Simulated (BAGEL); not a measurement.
# CH3BF3Ge+ (SMILES [CH3][Ge+]([F])[B](F)F) at B3LYP/6-31G(d) (density fitting with cc-pvqz-jkfit, spherical functions)

What is the energy change on altering one bond length of CH3BF3Ge+ at B3LYP/6-31G* (density fitting with cc-pvqz-jkfit, spherical functions)? 

Program for the calculation: BAGEL 1.2.2.

2 further runs of the same task are left out: 1 that didn't finish, 1 set aside as unsound or not needed.

**1. The molecule**

The species is CH3BF3Ge+ (9 atoms), meant as a singlet with charge +1. As SMILES, `[CH3][Ge+]([F])[B](F)F`. Geometry: a GFN2-xTB relaxation, a rough one for these elements and not checked as a minimum.

Bond lengths: C1–Ge2 2.003 Å, Ge2–F3 1.729 Å, Ge2–B4 2.228 Å, B4–F5 1.274 Å, B4–F6 1.276 Å, C1–H7 1.092 Å, C1–H8 1.097 Å, C1–H9 1.097 Å. Some angles: C1–Ge2–F3 103.8°, C1–Ge2–B4 154.9°, F3–Ge2–B4 101.3°, Ge2–B4–F5 115.3°, Ge2–B4–F6 119.5°, F5–B4–F6 125.2°, Ge2–C1–H7 111.8°, Ge2–C1–H8 107.1°, Ge2–C1–H9 107.2°, H7–C1–H8 110.9°.

**2. A single-point energy at B3LYP/6-31G(d) (density fitting with cc-pvqz-jkfit, spherical functions)**

dft.json reads:

```json
{ "bagel": [

{
  "title": "molecule",
  "basis": "6-31gs.json",
  "df_basis": "cc-pvqz-jkfit",
  "angstrom": true,
  "geometry": [
    { "atom": "C", "xyz": [      -1.827570,      -0.232630,      -0.019740 ] },
    { "atom": "Ge", "xyz": [       0.127990,       0.202360,      -0.000590 ] },
    { "atom": "F", "xyz": [       0.165210,       1.931220,      -0.020140 ] },
    { "atom": "B", "xyz": [       2.303130,      -0.280720,       0.029180 ] },
    { "atom": "F", "xyz": [       3.084040,       0.724700,       0.087070 ] },
    { "atom": "F", "xyz": [       2.676590,      -1.500590,      -0.012720 ] },
    { "atom": "H", "xyz": [      -2.003290,      -1.308940,      -0.075000 ] },
    { "atom": "H", "xyz": [      -2.263930,       0.280640,      -0.885140 ] },
    { "atom": "H", "xyz": [      -2.262170,       0.183950,       0.897070 ] }
  ]
},

{ "title": "ks", "xc_func": "b3lyp", "charge": 1 },

{ "title": "print", "file": "orbitals.molden", "orbitals": true }

]}
```

The basis set 6-31G* is read from a file made from the Basis Set Exchange's data (not shown).

Command:

```bash
$ BAGEL_NUM_THREADS=1 BAGEL dft.json > dft.out
```

What it wrote:

```text
* using 1 threads per process

  ===============================================================
  ===============================================================

  *** Geometry ***

  { "atom" : "C", "xyz" : [     -3.453607,     -0.439607,     -0.037303 ] },
  { "atom" : "Ge", "xyz" : [      0.241866,      0.382405,     -0.001115 ] },
  { "atom" : "F", "xyz" : [      0.312202,      3.649477,     -0.038059 ] },
  { "atom" : "B", "xyz" : [      4.352285,     -0.530484,      0.055142 ] },
  { "atom" : "F", "xyz" : [      5.827991,      1.369485,      0.164538 ] },
  { "atom" : "F", "xyz" : [      5.058022,     -2.835704,     -0.024037 ] },
  { "atom" : "H", "xyz" : [     -3.785669,     -2.473538,     -0.141729 ] },
  { "atom" : "H", "xyz" : [     -4.278208,      0.530333,     -1.672672 ] },
  { "atom" : "H", "xyz" : [     -4.274882,      0.347615,      1.695217 ] },

  Number of auxiliary basis functions:      901

  Since a DF basis is specified, we compute 2- and 3-index integrals:
    o Being stored without compression. Storage requirement is 0.084 GB

  Number of basis functions:      108
  Number of electrons      :       73

    * METHOD: MOLECULE                             1.56

  *** Kohn-Sham DFT ***

    * Removing 16729 points whose weight is below 1.00e-10
    * Grid points: 117425

  === Nuclear Repulsion ===
   431.1160584516

       - DIIS with orbital gradients will be used.

  === KS iteration (b3lyp / 6-31gs.json) ===
      0      -2309.28687318          0.09750518           1.13
      1      -2001.11701112          0.19697063           1.10
      2      -2205.30808340          0.13388272           1.11
      3      -2344.72222333          0.16194646           1.08
      4      -2403.62620706          0.09538454           1.12
      5      -2361.60269502          0.13898687           1.12
      6      -2430.63465018          0.14324175           1.10
      7      -2412.65529789          0.21154815           1.10
      8      -2296.06044455          0.24915487           1.09
      9      -2380.47096232          0.20297362           1.10
     10      -2404.02525212          0.12744944           1.12
     11      -2437.66550567          0.05044029           1.10
     12      -2439.81975564          0.03631935           1.11
     13      -2440.82232257          0.00909247           1.10
     14      -2440.88326248          0.00265066           1.11
     15      -2440.88675281          0.00120313           1.12
     16      -2440.88767014          0.00055212           1.10
     17      -2440.88789177          0.00007948           1.10
     18      -2440.88789577          0.00003566           1.09
     19      -2440.88789666          0.00001234           1.10
     20      -2440.88789675          0.00000362           1.10
     21      -2440.88789676          0.00000156           1.10
     22      -2440.88789676          0.00000047           1.10
     23      -2440.88789676          0.00000027           1.10
     24      -2440.88789676          0.00000004           1.10
     25      -2440.88789676          0.00000003           1.10
     26      -2440.88789676          0.00000001           1.10
    * SCF iteration converged.

    * Permanent dipole moment:
           (    1.184888,     1.000408,    -0.001559) a.u.

    * METHOD: KS                                  30.96

    * METHOD: PRINT                                0.02

  ===============================================================
```

Wall time 33 s (1 thread of Intel Xeon Platinum 8259CL at 2.50GHz (Skylake/Cascade Lake), shared host); peak memory 0.67 GiB.

**3. The distorted shape, same level**

dft.json reads:

```json
{ "bagel" : [

{
  "title" : "molecule",
  "basis" : "6-31gs.json",
  "df_basis" : "cc-pvqz-jkfit",
  "angstrom" : "true",
  "geometry" : [
    { "atom" : "C", "xyz" : [      -1.478473,      -0.643256,       0.672597 ] },
    { "atom" : "Ge", "xyz" : [       0.477087,      -0.208266,       0.691747 ] },
    { "atom" : "F", "xyz" : [       0.514307,       1.520594,       0.672197 ] },
    { "atom" : "B", "xyz" : [       2.652227,      -0.691346,       0.721517 ] },
    { "atom" : "F", "xyz" : [       3.433137,       0.314074,       0.779407 ] },
    { "atom" : "F", "xyz" : [       3.025687,      -1.911216,       0.679617 ] },
    { "atom" : "H", "xyz" : [      -1.654193,      -1.719566,       0.617337 ] },
    { "atom" : "H", "xyz" : [      -2.263930,       0.280640,      -0.885140 ] },
    { "atom" : "H", "xyz" : [      -1.913073,      -0.226676,       1.589407 ] }
  ]
},

{ "title" : "ks", "xc_func" : "b3lyp", "charge" : 1 },

{ "title" : "print", "file" : "orbitals.molden", "orbitals" : "true" }

]}
```

The basis set 6-31G* is read from a file made from the Basis Set Exchange's data (not shown).

Command:

```bash
$ BAGEL_NUM_THREADS=1 BAGEL dft.json > dft.out
```

What it wrote:

```text
* using 1 threads per process

  ===============================================================
  ===============================================================

  *** Geometry ***

  { "atom" : "C", "xyz" : [     -2.793909,     -1.215578,      1.271024 ] },
  { "atom" : "Ge", "xyz" : [      0.901564,     -0.393566,      1.307212 ] },
  { "atom" : "F", "xyz" : [      0.971899,      2.873506,      1.270268 ] },
  { "atom" : "B", "xyz" : [      5.011983,     -1.306455,      1.363470 ] },
  { "atom" : "F", "xyz" : [      6.487689,      0.593514,      1.472866 ] },
  { "atom" : "F", "xyz" : [      5.717720,     -3.611675,      1.284290 ] },
  { "atom" : "H", "xyz" : [     -3.125972,     -3.249509,      1.166598 ] },
  { "atom" : "H", "xyz" : [     -4.278208,      0.530333,     -1.672672 ] },
  { "atom" : "H", "xyz" : [     -3.615184,     -0.428356,      3.003544 ] },

  Number of auxiliary basis functions:      901

  Since a DF basis is specified, we compute 2- and 3-index integrals:
    o Being stored without compression. Storage requirement is 0.084 GB

  Number of basis functions:      108
  Number of electrons      :       73

    * METHOD: MOLECULE                             1.74

  *** Kohn-Sham DFT ***

    * Removing 15909 points whose weight is below 1.00e-10
    * Grid points: 118245

  === Nuclear Repulsion ===
   427.9211263626

       - DIIS with orbital gradients will be used.

  === KS iteration (b3lyp / 6-31gs.json) ===
      0      -2309.95112252          0.09563392           1.22
      1      -1986.32308643          0.19342779           1.11
      2      -2211.78636151          0.12397789           1.13
      3      -2288.82277290          0.14839625           1.11
      4      -2399.02558283          0.11176083           1.12
      5      -2362.23069293          0.13719793           1.12
      6      -2373.55997315          0.22523127           1.10
      7      -2324.99757127          0.16387049           1.10
      8      -2300.12858227          0.17768740           1.10
      9      -2419.59090248          0.08913618           1.10
     10      -2369.69697905          0.18637869           1.12
     11      -2430.64778988          0.07914577           1.11
     12      -2432.63427072          0.08418857           1.10
     13      -2436.52595432          0.06689037           1.10
     14      -2440.10243658          0.02887387           1.19
     15      -2427.85468911          0.09430631           1.12
     16      -2440.51787593          0.01615189           1.18
     17      -2440.66397312          0.01052808           1.10
     18      -2440.74264820          0.00437585           1.10
     19      -2440.75940969          0.00123353           1.10
     20      -2440.76076286          0.00033884           1.11
     21      -2440.76084558          0.00007520           1.10
     22      -2440.76084866          0.00003868           1.09
     23      -2440.76084972          0.00001460           1.10
     24      -2440.76084981          0.00000746           1.12
     25      -2440.76084986          0.00000229           1.14
     26      -2440.76084986          0.00000149           1.10
     27      -2440.76084986          0.00000030           1.09
     28      -2440.76084986          0.00000016           1.11
     29      -2440.76084986          0.00000007           1.13
     30      -2440.76084986          0.00000002           1.10
     31      -2440.76084986          0.00000001           1.11
    * SCF iteration converged.

    * Permanent dipole moment:
           (    1.386336,     0.976950,     0.113609) a.u.

    * METHOD: KS                                  36.83

    * METHOD: PRINT                                0.02

  ===============================================================
```

Run time: 39 s. Hardware: 1 thread of Intel Xeon Platinum 8259CL at 2.50GHz (Skylake/Cascade Lake), shared host; peak memory 0.68 GiB.

**4. Summary of results**

At B3LYP/6-31G* (density fitting with cc-pvqz-jkfit, spherical functions):

| quantity | value |
| --- | --- |
| first shape: total energy | -2440.88790 Eh |
| first shape: HOMO energy | -14.35 eV |
| first shape: LUMO energy | -9.17 eV |
| first shape: HOMO–LUMO gap | 5.19 eV |
| distorted shape: total energy | -2440.76085 Eh |
| distorted shape: HOMO energy | -13.59 eV |
| distorted shape: LUMO energy | -9.14 eV |
| distorted shape: HOMO–LUMO gap | 4.45 eV |
| energy change with the C1–H8 bond stretched from 1.097 to 1.974 Å | 3.457 eV |

What this shows: With the C1–H8 bond stretched from 1.097 to 1.974 Å the energy rises by 3.46 eV (80 kcal/mol). The first shape isn't relaxed at this level, so the change isn't measured from a minimum.
